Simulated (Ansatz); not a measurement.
Run this with Ansatz's Python interface and show what comes out.

`run_bend.py`:
```python
"""Energy of GeH5SSi against one bond angle."""

import warnings

import ansatz as az
from ase import Atoms

warnings.simplefilter("ignore", az.DeckWarning)

atoms = Atoms(["Si", "S", "Ge", "H", "H", "H", "H", "H"], positions=[
    (-0.8059, 1.3719, -0.5967),
    (1.0657, 0.5112, -0.9149),
    (0.6878, -0.9779, 0.6791),
    (-1.8363, 0.4394, -0.8787),
    (-1.0084, 2.5493, -1.542),
    (0.4853, -0.2329, 2.0385),
    (1.9881, -1.8978, 0.8216),
    (-0.484, -1.8203, 0.3375),
])

# start the scan from a relaxed geometry
first = (
    az.Crystal.molecule_from_ase(atoms).calculation()
    .basis(gaussian="def2-SVP")
    .functional("cam_b3lyp")
    .spin("collinear", total=1)
    .relax(force_tolerance=0.02, max_steps=80)  # relax until the tolerances are met
)
atoms.positions = first.run().report["positions_ang"]

rows = []
for angle in [85, 95, 105, 115, 125, 140, 160]:
    bent = atoms.copy()
    bent.set_angle(0, 1, 2, angle, indices=[2, 5, 6, 7])
    calc = az.Crystal.molecule_from_ase(bent).calculation()
    calc = calc.basis(gaussian="def2-SVP")
    calc = calc.functional("cam_b3lyp").spin("collinear", total=1)
    rows.append((angle, calc.run().report["free_energy_ev"]))
floor = min(e for _, e in rows)
for angle, e in rows:
    print(f"angle Si0-S1-Ge2 = {angle:3d} deg   {1000 * (e - floor):9.1f} meV")
```

```console
$ python run_bend.py
angle Si0-S1-Ge2 =  85 deg       191.2 meV
angle Si0-S1-Ge2 =  95 deg        14.8 meV
angle Si0-S1-Ge2 = 105 deg         0.0 meV
angle Si0-S1-Ge2 = 115 deg        83.2 meV
angle Si0-S1-Ge2 = 125 deg       236.3 meV
angle Si0-S1-Ge2 = 140 deg       549.2 meV
angle Si0-S1-Ge2 = 160 deg       983.7 meV
```

What to keep in mind:
- The scan is rigid, and the energies are electronic, in a modest basis. The zero is the lowest point of the grid, which needn't be the minimum.
- The species is open-shell (spin multiplicity 2).
- It ran for 110 s on 1 thread of Arm Neoverse V2, with other jobs on the host, peak memory 0.42 GiB.

(A comment or docstring line of the script was reworded after the run, the code is as it ran.)
